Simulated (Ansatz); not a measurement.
The system is YbB2.

```
Yb B
1.0
     3.25030    0.00000    0.00000
    -1.62515    2.81484    0.00000
     0.00000    0.00000    3.73150
Yb B
1 2
Direct
  0.00000 0.00000 0.00000
  0.66667 0.33333 0.50000
  0.33333 0.66667 0.50000
```

Base run:

| Quantity | Value |
| --- | --- |
| Program | Ansatz 0.2.0 |
| Functional | PBE |
| Potentials or basis | Ansatz PAW |
| Cutoff | 420 eV (not typed: the program's choice for these potentials) |
| k mesh | 8 × 8 × 6 |
| Occupations | fermi-dirac, width 0.05 eV |
| Spin | collinear spin, ferromagnetic start |
| Starting moments | [0.5, 0.0, 0.0] μB |
| Fixed moment | 0.5 μB |

Its results: pressure 2.3 GPa; site moments Yb +0.38; B +0.02 μB.

Task: After a change of settings the same cell gave: pressure 0.6 GPa; site moments Yb +0.96; B +0.14 μB. Which change was it?
A. fixed moment from 0.5 μB to 0.8 μB; moments at the start from [0.5, 0.0, 0.0] to [0.8, 0.0, 0.0]
B. fixed moment from 0.5 μB to 1 μB; moments at the start from [0.5, 0.0, 0.0] to [1.0, 0.0, 0.0]
C. fixed moment from 0.5 μB to 2 μB; moments at the start from [0.5, 0.0, 0.0] to [2.0, 0.0, 0.0]
D. fixed moment from 0.5 μB to 0.2 μB; moments at the start from [0.5, 0.0, 0.0] to [0.2, 0.0, 0.0]

Result: C.

Caveats: the total moment is fixed, so each spin has its own Fermi level; the thresholds are loose for stress.
